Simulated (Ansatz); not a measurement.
# FGeH5OSi: a ladder of functionals and wavefunction methods

The task here is to estimate one member of a computed series from the others.

Method: functionals in def2-TZVPP, the program's frozen cores in correlated methods; program: Ansatz 0.2.0, Gaussian basis.

Levels to be run: LDA (SPW92), PBE-D4, revPBE-D4, BLYP-D4, r2SCAN-D4, B97M-V, PBE0-D4, B3LYP-D4, r2SCANh-D4, r2SCAN0-D4, HSE06-D4, BHLYP-D4, CAM-B3LYP-D4, LC-ωPBE, ωB97X-V, ωB97M-V, B2PLYP, PBE-QIDH; CCSD(T)/def2-SVP; CCSD(T)/def2-TZVPP; MP2/def2-QZVPP; extrapolation to the limit; RPA on PBE.

## Structure used throughout

An earlier PBE0-D4 in a triple-zeta def2 set relaxation fixed the geometry.

SMILES `F[SiH2][O][GeH3]`, 9 atoms, charge 0, spin multiplicity 1.

Atoms are counted from 1 here; the program's logs count them from 0.

Bond lengths: F1–Si2 1.598 Å, Si2–O3 1.614 Å, Si2–H5 1.477 Å, Si2–H6 1.483 Å, O3–Ge4 1.783 Å, Ge4–H7 1.537 Å, Ge4–H8 1.532 Å, Ge4–H9 1.533 Å. Angles: F1–Si2–O3 110.3°, F1–Si2–H5 107.5°, F1–Si2–H6 106.1°, O3–Si2–H5 108.6°, O3–Si2–H6 111.3°, H5–Si2–H6 112.9°, Si2–O3–Ge4 136.3°, O3–Ge4–H7 108.1°, O3–Ge4–H8 105.5°, O3–Ge4–H9 107.5°, H7–Ge4–H8 111.9°, H7–Ge4–H9 111.6°, H8–Ge4–H9 112.0°.

Set-up of the first run:

File in.yaml:

```yaml
crystal:
  periodic: [false, false, false]
  atoms:
    - {symbol: F, position_ang: [-2.030889, 0.949865, 0.787826]}
    - {symbol: Si, position_ang: [-0.668560, 1.387972, 0.075635]}
    - {symbol: O, position_ang: [0.001018, 0.127523, -0.678120]}
    - {symbol: Ge, position_ang: [0.749626, -1.415518, -0.192254]}
    - {symbol: H, position_ang: [-1.003314, 2.415151, -0.932022]}
    - {symbol: H, position_ang: [0.211849, 1.900900, 1.153445]}
    - {symbol: H, position_ang: [1.349133, -1.233352, 1.211598]}
    - {symbol: H, position_ang: [1.829867, -1.694706, -1.242081]}
    - {symbol: H, position_ang: [-0.350131, -2.484135, -0.201126]}
basis:
  gaussian: {orbitals: def2-TZVPP}
hamiltonian: {xc: lda}
output: {orbitals: {seedname: orbitals}}
```

Launch:

```
ansatz run in.yaml --threads 4 --pin off --events-out ev --progress --plain --max-ram 10444MiB
```

Among the steps run: LDA; PBE-D4 (GGA); revPBE-D4 (GGA); BLYP-D4 (GGA); r2SCAN-D4 (meta-GGA); B97M-V (meta-GGA); B3LYP-D4 (hybrid); r2SCANh-D4 (hybrid); r2SCAN0-D4 (hybrid); HSE06-D4 (hybrid); BHLYP-D4 (hybrid); CAM-B3LYP-D4 (range-separated); LC-ωPBE (range-separated); ωB97X-V (range-separated); ωB97M-V (range-separated); B2PLYP (double hybrid); PBE-QIDH (double hybrid).

One table of the session follows, with a row left open; its other results are not shown here.

It belongs to the step «Orbital energies across the functionals». 

```
  functional  HOMO (eV)  gap (eV)
 LDA (SPW92)      -7.44      6.13
      PBE-D4      -7.37      6.35
   revPBE-D4      -7.33      6.46
     BLYP-D4      -7.29      6.39
   r2SCAN-D4      -7.73      7.06
      B97M-V      -7.86      7.00
     PBE0-D4          ?         ?
    B3LYP-D4      -8.62      8.25
  r2SCANh-D4      -8.27      7.90
  r2SCAN0-D4      -9.07      9.14
    HSE06-D4      -8.42      7.91
    BHLYP-D4     -10.23     10.98
CAM-B3LYP-D4     -10.25     11.12
     LC-ωPBE     -11.58     13.69
     ωB97X-V     -11.26     13.19
     ωB97M-V     -11.11     12.78
```

Q: Estimate the row for PBE0-D4 from the others.

As computed: HOMO (eV): -8.82; gap (eV): 8.70. In the column «HOMO (eV)» it lies between r2SCAN0-D4 (-9.07) and B3LYP-D4 (-8.62).
